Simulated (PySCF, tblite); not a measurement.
# Ga₈N₈H₁₀: electronic excitations

Aim: compute the electronic excitations of Ga₈N₈H₁₀.

Programs: tblite 0.8.0 and PySCF 2.14.0, with routines of our own; each step states its level. All values are computed. Atoms count from 0.

## Step 1: The system as given

26 atoms, charge 0, multiplicity 1; geometry from: force field, distance geometry or constructed start.

## Step 2: Relaxing the molecule with GFN2-xTB

Job settings and geometry (Å):

```
{"job": {"kind": "relax", "xc": "GFN2-xTB", "basis": "xTB"}, "charge": 0, "multiplicity": 1}
N      0.789000     2.300900    -0.001600
Ga    -0.821300     3.230300    -0.006900
N     -2.415000     2.300400     0.001000
Ga    -2.420900     0.457100    -0.006200
N     -0.819100    -0.473500     0.003400
Ga     0.780800     0.452200    -0.002600
N      2.386300    -0.470600    -0.003300
Ga    -0.814700    -2.319600     0.001500
N      0.786800    -3.249400    -0.000400
Ga     2.383400    -2.323100     0.001600
N      3.986300     2.301500    -0.002100
Ga     2.383700     3.225700    -0.000000
Ga     3.985000     0.453400     0.005000
N     -4.020200    -0.472900    -0.002700
Ga    -4.024600    -2.317200     0.000200
N     -2.422100    -3.246700     0.006300
H     -0.817700     4.779600     0.000900
H     -3.322000     2.819300    -0.001000
H      0.783500    -4.285500     0.002500
H      3.731400    -3.096400     0.002700
H      4.886700     2.826500     0.001500
H      2.385300     4.779200    -0.000200
H      5.334100    -0.317700     0.006600
H     -4.927200     0.043400    -0.001500
H     -5.364200    -3.094700     0.000900
H     -2.426300    -4.288200     0.002500
```

Run with:

```console
$ OMP_NUM_THREADS=1 python large_run.py task.json out
```

One launch serves the whole session: the jobs run in the order shown.

Output:

```text
step      E/eV     max force
  0   -1037.96333    1.025
  1   -1038.01656    0.249
  2   -1038.02463    0.253
  3   -1038.03629    0.155
  4   -1038.04001    0.162
  5   -1038.04782    0.183
  6   -1038.05098    0.138
  7   -1038.05403    0.151
  8   -1038.05638    0.129
  9   -1038.05804    0.089
 10   -1038.05875    0.076
 11   -1038.05914    0.048
 12   -1038.05947    0.041
 13   -1038.05975    0.037
 14   -1038.05992    0.032
 15   -1038.06001    0.016
```

Run time: 0.83 s. Hardware: 1 thread of Arm Neoverse N1, shared host; peak memory 0.16 GiB.

Relaxation path:

```tsv
step	energy from step 0 (eV)	largest force (eV/Å)
0	0.0000	1.0250
1	-0.0532	0.2491
2	-0.0613	0.2530
3	-0.0730	0.1543
4	-0.0767	0.1626
5	-0.0845	0.1825
6	-0.0876	0.1382
7	-0.0907	0.1511
8	-0.0930	0.1291
9	-0.0947	0.0885
10	-0.0954	0.0758
11	-0.0958	0.0486
12	-0.0961	0.0418
13	-0.0964	0.0367
14	-0.0966	0.0326
15	-0.0967	0.0164
```

Distances of close pairs at the start and the end, largest changes first:

```tsv
bond	before (Å)	after (Å)	change (Å)
N2–H17	1.045	1.016	-0.029
N13–H23	1.044	1.016	-0.027
N10–H20	1.042	1.017	-0.025
N15–H25	1.042	1.016	-0.025
N8–H18	1.036	1.016	-0.020
Ga14–N15	1.853	1.834	-0.018
N0–Ga1	1.859	1.843	-0.016
N8–Ga9	1.846	1.834	-0.012
```

The final coordinates are the input of the step that follows.

## Step 3: Vibrational analysis with GFN2-xTB

Job settings and geometry (Å):

```
{"job": {"kind": "ir", "xc": "GFN2-xTB", "basis": "xTB"}, "charge": 0, "multiplicity": 1}
N      0.780097     2.300217    -0.003164
Ga    -0.808083     3.235682    -0.001674
N     -2.381346     2.293657    -0.001111
Ga    -2.418563     0.443654    -0.000906
N     -0.816399    -0.471570     0.001030
Ga     0.783498     0.452658    -0.001588
N      2.382400    -0.473503    -0.001608
Ga    -0.825769    -2.316460     0.001608
N      0.795614    -3.208729    -0.000436
Ga     2.398093    -2.316679     0.000898
N      3.945213     2.279605    -0.000596
Ga     2.368936     3.237156    -0.001337
Ga     3.987413     0.435824     0.001749
N     -4.006050    -0.504512    -0.003982
Ga    -4.051353    -2.338044     0.000878
N     -2.441068    -3.216265     0.005378
H     -0.796193     4.787322    -0.000798
H     -3.272018     2.781764    -0.002223
H      0.773582    -4.224196     0.002654
H      3.747912    -3.082303     0.002879
H      4.825905     2.788166     0.001613
H      2.360580     4.790948    -0.000125
H      5.329813    -0.346539     0.007352
H     -4.871624     0.028406    -0.002001
H     -5.390075    -3.110132     0.000881
H     -2.413443    -4.232358     0.002593
```

Output:

```text
mode    cm-1     km/mol
  1       7.3      0.01
  2       9.9      0.01
  3      14.7      0.18
  4      22.4      0.86
  5      23.1      0.00
  6      30.1      0.00
  7      42.3      1.67
  8      50.3      0.24
  9      71.8      1.37
 10      73.7      0.00
 11      74.4      0.00
 12      85.7      2.81
 13     100.6      5.08
 14     105.5      1.39
 15     112.5      0.01
 16     113.1      0.96
 17     120.7      3.22
 18     130.0     16.01
 19     146.8      2.93
 20     171.5    182.77
 21     177.6      0.45
 22     178.9      8.79
 23     179.0      3.40
 24     185.0      0.65
 25     200.8      1.86
 26     208.6      1.12
 27     241.8      0.07
 28     245.6     40.97
 29     256.1    455.19
 30     262.1      0.13
 31     267.8      2.02
 32     278.8      0.09
 33     284.3      0.68
 34     285.8    131.99
 35     296.6     11.63
 36     303.9     21.26
 37     434.6      1.96
 38     444.5      1.04
 39     460.5      0.21
 40     461.6      5.57
 41     473.9     26.30
 42     510.4     30.90
 43     539.3      3.27
 44     553.9    356.40
 45     566.3    440.88
 46     580.8    213.15
 47     628.9      7.93
 48     637.1    122.21
 49     637.7    266.74
 50     639.0      1.04
 51     641.6      0.41
 52     647.8      0.05
 53     658.9    178.37
 54     672.0     20.28
 55     673.6    187.86
 56     678.4    686.09
 57     678.7    468.83
 58     868.5     42.29
 59     879.8    117.63
 60     881.4     32.06
 61     899.1      0.65
 62     914.6      1.77
 63    1629.9     21.67
 64    1633.0     39.44
 65    1656.1   1409.31
 66    1658.3    521.57
 67    1692.9    570.28
 68    3306.1      2.67
 69    3309.7      0.65
 70    3312.4      2.86
 71    3321.1      3.51
 72    3322.0      3.99
```

It took 7.1 s on 1 thread of Arm Neoverse N1, shared host; peak memory 0.16 GiB.

The strongest bands and the atoms that carry them (share of the mass-weighted mode):

```tsv
cm⁻¹	km/mol	atoms
256	455.2	H20 16 %, H22 15 %, H21 15 %, H18 10 %
554	356.4	H16 31 %, H19 30 %
566	440.9	H24 42 %, H19 11 %, H16 11 %
678	686.1	N0 40 %, N6 39 %
679	468.8	N0 37 %, N6 33 %
1656	1409.3	H19 41 %, H16 26 %, H22 21 %, H21 11 %
1658	521.6	H16 41 %, H19 24 %, H21 20 %, H22 13 %
1693	570.3	H24 98 %
```

## Step 4: Electronic excitations: TDDFT PBE/def2-SVP

The job, as its differences from that of step 3:

```diff
@@ -1,2 +1,2 @@
-{"job": {"kind": "ir", "xc": "GFN2-xTB", "basis": "xTB"}, "charge": 0, "multiplicity": 1}
+{"job": {"kind": "uv", "basis": "def2-SVP", "grid": 1, "kgrid": 0, "vcut": null, "nstates": 6, "ntriplets": 2, "tda": false, "delta": ["ip_vertical"], "pop": true, "xc": "PBE"}, "charge": 0, "multiplicity": 1}
 N      0.780097     2.300217    -0.003164
```

Method: TDDFT PBE/def2-SVP, vertical, gas phase, core orbitals frozen in the response.

Output:

```text
start: PBE on a coarse grid of 118089 points
cycle   1  E = -15837.1773856593  dE = -1.702e+00  |g| = 2.467e+00  |ddm| = 6.737e+00
cycle   2  E = -15831.9970243537  dE =  5.180e+00  |g| = 5.167e+00  |ddm| = 6.283e+00
cycle   3  E = -15837.8686470328  dE = -5.872e+00  |g| = 1.004e+00  |ddm| = 5.415e+00
cycle   4  E = -15838.1258723905  dE = -2.572e-01  |g| = 1.647e-01  |ddm| = 1.036e+00
cycle   5  E = -15838.1217764521  dE =  4.096e-03  |g| = 1.813e-01  |ddm| = 3.315e-01
cycle   6  E = -15838.1304028593  dE = -8.626e-03  |g| = 4.422e-02  |ddm| = 1.920e-01
cycle   7  E = -15838.1308972069  dE = -4.943e-04  |g| = 1.635e-02  |ddm| = 5.751e-02
cycle   8  E = -15838.1309490037  dE = -5.180e-05  |g| = 7.441e-03  |ddm| = 1.845e-02
final grid: 118089 points
cycle   9  E = -15838.1308538641  dE =  9.514e-05  |g| = 2.104e-02  |ddm| = 2.336e-02
cycle  10  E = -15838.1300082734  dE =  8.456e-04  |g| = 6.267e-02  |ddm| = 6.797e-02
cycle  11  E = -15838.1309648705  dE = -9.566e-04  |g| = 4.701e-03  |ddm| = 5.155e-02
cycle  12  E = -15838.1309659540  dE = -1.083e-06  |g| = 7.662e-04  |ddm| = 4.285e-03
cycle  13  E = -15838.1309639301  dE =  2.024e-06  |g| = 1.571e-04  |ddm| = 7.698e-04
cycle  14  E = -15838.1309654611  dE = -1.531e-06  |g| = 4.200e-05  |ddm| = 1.677e-04
converged SCF energy = -15838.1309654611
Vertical ionisation energy (delta-SCF) = 7.2751 eV   <S^2> = 0.756

Static polarisability (au): isotropic 268.472, principal 145.071 303.243 357.103

Singlet excitations
state   eV       nm        f      main configurations
  1   3.8686    320.5   0.00000   H->L 1.00
  2   4.1197    301.0   0.00002   H-1->L 0.99
  3   4.2127    294.3   0.00026   H-2->L 0.99
  4   4.3998    281.8   0.01770   H->L+1 0.98
  5   4.4163    280.7   0.00000   H-3->L 0.99
  6   4.5542    272.2   0.00097   H->L+2 0.96

Triplet excitations (Tamm-Dancoff, eV): 3.7664 4.0038
```

Wall time 2.3 min (1 thread of Arm Neoverse N1, shared host); peak memory 0.57 GiB.

Frontier orbitals and where they lie:

```tsv
orbital	eV	atoms
HOMO−4	-6.11	N10 30 %, N15 14 %, N13 14 %
HOMO−3	-5.94	N0 18 %, N6 18 %, N13 13 %
HOMO−2	-5.72	N4 31 %, N8 23 %, N2 23 %
HOMO−1	-5.65	N10 29 %, N6 11 %, N0 11 %
HOMO	-5.40	N13 25 %, N15 25 %, N8 13 %
LUMO	-1.57	Ga5 13 %, Ga7 10 %, Ga3 10 %
LUMO+1	-1.03	Ga11 43 %, Ga12 43 %
LUMO+2	-0.89	Ga1 31 %, Ga9 30 %, Ga14 14 %
LUMO+3	-0.73	Ga14 44 %, Ga5 13 %, Ga11 8 %
```

With each of the 6 states as a Gaussian band of 0.4 eV half-width at 1/e, the curve within the window shown has maxima at 281 nm (ε 760) L/(mol cm). Beyond the last state computed it falls off for lack of states. The curve at chosen wavelengths:

| nm | ε (L/mol/cm) |
| --- | --- |
| 255 | 220 |
| 260 | 349 |
| 265 | 491 |
| 270 | 622 |
| 275 | 717 |
| 280 | 758 |
| 285 | 743 |
| 289 | 695 |
| 294 | 604 |
| 299 | 496 |
| 304 | 387 |
| 309 | 288 |
| 314 | 206 |
| 319 | 142 |
| 324 | 95 |
| 329 | 61 |
| 334 | 39 |
| 339 | 24 |
| 344 | 14 |
| 348 | 10 |
| 353 | 6 |
| 358 | 3 |
| 363 | 2 |
| 368 | 1 |
| 373 | 1 |
| 378 | 0 |

Further results of this job:

```tsv
property	computed
dipole moment (D)	1.08
polarisability (Å³)	39.78
HOMO–LUMO gap (eV)	3.83
−ε(HOMO) (eV)	5.40
```

## Step 5: Summary of results

```
                                 quantity                        value
strongest single infrared mode (GFN2-xTB)       1656 cm⁻¹, 1409 km/mol
             zero-point energy (GFN2-xTB)                67.0 kcal/mol
            lowest singlet (PBE/def2-SVP)  3.87 eV (320 nm), f = 0.000
 brightest single state of those computed  state 4, 4.40 eV, f = 0.018
                           lowest triplet                      3.77 eV
```

What this shows: All 72 modes are real, so the xTB geometry is a minimum. Unscaled tight-binding wavenumbers are off by several per cent, some by more. Its intensities can rank the bands wrongly. The first singlet state (HOMO→LUMO 1.00) lies at 3.87 eV and is dark; of the 6 states computed, the strongest absorption comes from state 4 at 4.40 eV. The lowest triplet lies 0.10 eV below the lowest singlet (triplets in Tamm-Dancoff, singlets in full TDDFT).
